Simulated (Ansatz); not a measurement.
# ZnSn4N: the cost of one run

Computed with Ansatz 0.2.0 (DFT PBE, scalar-relativistic, plane waves, PAW, unless a step's input says otherwise).

**1. The structure to begin with**

It takes space group P-6m2 (No. 187, hexagonal). The conventional cell has a = 3.325 Å, b = 3.325 Å, c = 13.264 Å, α = 90.00°, β = 90.00°, γ = 120.00°. Zn (site symmetry -6m2) is surrounded by 6 Sn at 2.51 Å. Sn (site symmetry 3m) has 3 N at 2.54 Å as nearest neighbours. Sn (site symmetry 3m) is surrounded by 3 Zn at 2.51 Å. N (site symmetry -6m2) is surrounded by 6 Sn at 2.54 Å.

Coordinates:

```
CELL_PARAMETERS angstrom
3.32455 0.00000 0.00000
-1.66228 2.87915 0.00000
0.00000 0.00000 13.26441
ATOMIC_POSITIONS crystal
Zn 0.66667 0.33333 0.00000
Sn 0.33333 0.66667 0.62596
Sn 0.00000 0.00000 0.87812
Sn 0.00000 0.00000 0.12188
Sn 0.33333 0.66667 0.37404
N 0.66667 0.33333 0.50000
```

A structure generator made this guess: species swapped into a database cell of TaWSe4 (P-6m2, No. 187), with N on the Ta sites, Zn on the W sites and Sn on the Se sites. Its size is a rough estimate.

**2. The guess as it stands, on a coarse mesh**

File input.yaml:

```yaml
crystal:
  lattice:
    - [3.32455135, 0.0, 0.0]
    - [-1.66227567, 2.87914592, 0.0]
    - [0.0, 0.0, 13.26440842]
  atoms:
    - { symbol: Zn, position: [0.66666667, 0.33333333, 0.0] }
    - { symbol: Sn, position: [0.33333333, 0.66666667, 0.62595803] }
    - { symbol: Sn, position: [0.0, 0.0, 0.87811798] }
    - { symbol: Sn, position: [0.0, 0.0, 0.12188202] }
    - { symbol: Sn, position: [0.33333333, 0.66666667, 0.37404197] }
    - { symbol: "N", position: [0.66666667, 0.33333333, 0.5] }
basis:
  ecutwfc: 420
kpoints:
  mp_grid: { grid: [6, 6, 2] }
hamiltonian:
  xc: pbe
scf:
  occupations: { method: gaussian, width: 0.1 }
  lower_state_search: "off"
output:
  forces: true
  stress: true
  eigenvalues: true
```

Launch:

```console
$ ansatz run input.yaml --threads 1 --pin off --max-ram 2560MiB --backend cpu --events-out ev --progress --plain --runs-dir out
```

What time and memory should one allow on 1 thread of Intel Xeon at 2.70GHz, shared host?

About 7.2 s, with a peak of 0.4 GiB.
